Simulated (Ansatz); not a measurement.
**HfH2 (triplet): the correlation ladder, def2-QZVPP**

One table from this session's results is given with a row withheld; the runs are named, their logs left out.

Method: def2-QZVPP, core rule «outside noble gas», up to 4 orbitals frozen; program: Ansatz 0.2.0, Gaussian basis.

Plan: UHF; ROHF; CCSD(T) on UHF.

4 further runs of the same task are left out: 2 that didn't finish, 2 set aside as unsound or not needed. Runs told in other sessions of the task aren't counted.

### What is computed

The geometry is a PBE0/def2-TZVP stationary point (not a proven minimum) of the parent state, kept for this charge and spin. No spin-orbit coupling is included. Elements past krypton take def2 core potentials.

3 atoms, charge 0, spin multiplicity 3.

Atoms are counted from 1 here; the program's logs count them from 0.

Bond lengths: Hf1–H2 1.961 Å, Hf1–H3 1.961 Å. Angles: H2–Hf1–H3 180.0°.

As a file:

| atom | x (Å) | y (Å) | z (Å) |
| --- | --- | --- | --- |
| Hf1 | 0.0000 | 0.0000 | 0.0000 |
| H2 | 0.0000 | 0.0000 | -1.9611 |
| H3 | 0.0000 | 0.0000 | 1.9611 |

The first run:

Contents of in.yaml:

```yaml
crystal:
  periodic: [false, false, false]
  atoms:
    - {symbol: Hf, position_ang: [0.000000, 0.000000, 0.000000]}
    - {symbol: H, position_ang: [0.000000, 0.000000, -1.961100]}
    - {symbol: H, position_ang: [0.000000, 0.000000, 1.961100]}
basis:
  gaussian: {orbitals: "def2-QZVPP.json"}
magnetization: {spin_polarized: true, initial_magnetization: 2}
hamiltonian: {xc: hf}
output: {orbitals: {seedname: orbitals}}
```

Launch:

```
$ ansatz run in.yaml --threads 1 --pin off --events-out ev --progress --plain --max-ram 4096MiB --backend cpu
```

Among the steps run: UHF; ROHF; CCSD(T) on UHF.

One of the session's tables, all rows but one given; the rest of the session is left out.

| method | from UCCSD(T) (meV) |
| --- | --- |
| ROHF | +2817.6 |
| UHF | ? |
| UMP2 | +562.1 |
| UCCSD | +59.0 |
| UCCSD(T) | 0 |

**Question.** Estimate the row for UHF.

As computed: from UCCSD(T) (meV): +2712.1. In the column «from UCCSD(T) (meV)» it lies between UMP2 (+562.1) and ROHF (+2817.6).
